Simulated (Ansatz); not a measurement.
Below is the output of a Python script on Ansatz's Python interface that makes a comparison of functionals at one structure of LiPt2, space group Fd-3m. Write a script that gives it. Use (first run): LDA, PAW, cutoff 463 eV, 5×5×5 k-points, Fermi-Dirac smearing of 0.1 eV. The script varies functional: lda, blyp, pbesol.

```
Li Pt
1.0
     0.00000    3.80000    3.80000
     3.80000    0.00000    3.80000
     3.80000    3.80000    0.00000
Li Pt
2 4
Direct
  0.00000 0.00000 0.00000
  0.25000 0.25000 0.25000
  0.62500 0.62500 0.62500
  0.12500 0.62500 0.62500
  0.62500 0.62500 0.12500
  0.62500 0.12500 0.62500
```

Running `python xc_lipt2.py --filling fermi_dirac --width-ev 0.1` prints:
```text
  functional   F/atom (eV)    iterations      k-points
         lda   -8230.79396             6            10
        blyp   -8434.96672             6            10
      pbesol   -8323.83011             6            10
```

One script that gives this output:

Script `xc_lipt2.py`:
```python
import argparse
import warnings

import ansatz

parser = argparse.ArgumentParser(description="One structure of LiPt2 under several functionals.")
parser.add_argument("--filling", required=True, help="how the bands are filled")
parser.add_argument("--width-ev", type=float, required=True, help="smearing width (eV)")
args = parser.parse_args()

warnings.simplefilter("ignore", ansatz.DeckWarning)

lipt2 = (
    ansatz.Lattice.of([0.0, 3.8, 3.8], [3.8, 0.0, 3.8], [3.8, 3.8, 0.0])
    .atom("Li", [0.0, 0.0, 0.0])
    .atom("Li", [0.25, 0.25, 0.25])
    .atom("Pt", [0.625, 0.625, 0.625])
    .atom("Pt", [0.125, 0.625, 0.625])
    .atom("Pt", [0.625, 0.625, 0.125])
    .atom("Pt", [0.625, 0.125, 0.625])
)

setup = (
    lipt2.calculation()
    .basis(34 * ansatz.Ry)
    .occupations(args.filling, width=args.width_ev)
    .pseudopotentials("paw")
    .kpoints(5, center="gamma")
)

rows = []
for value in ["lda", "blyp", "pbesol"]:
    report = setup.functional(value).run(threads=1, pin="off").report
    rows.append((value, report["free_energy_ev"] / len(report["lattice"]["sites"]), report["n_iterations"], report["n_kpoints"]))

print("  functional   F/atom (eV)    iterations      k-points")
for row in rows:
    print(f"{str(row[0]):>12s}  {row[1]:12.5f}  {row[2]:12d}  {row[3]:12d}")
```

Caveats:
- BLYP can be off by several per cent in the lattices of metals, and by several GPa in the pressure at a fixed cell.
- For a metal this k-point mesh is coarse: on a finer one energies can move by several to tens of meV an atom and pressures by half a GPa or more, differences at one mesh by less.
- Spin-orbit coupling, which matters for elements this heavy, is left out.
- The starting cell is as deposited in a crystallographic database; the results hold for this polymorph, which needn't be the stable one.
- Total energies of different functionals can't be compared; pressures, moments and gaps at this one structure can.
- Finished in 12 s on 1 thread of Intel(R) Xeon(R) Platinum 8175M CPU @ 2.50GHz (Skylake/Cascade Lake) (shared host), peak memory 0.47 GiB.
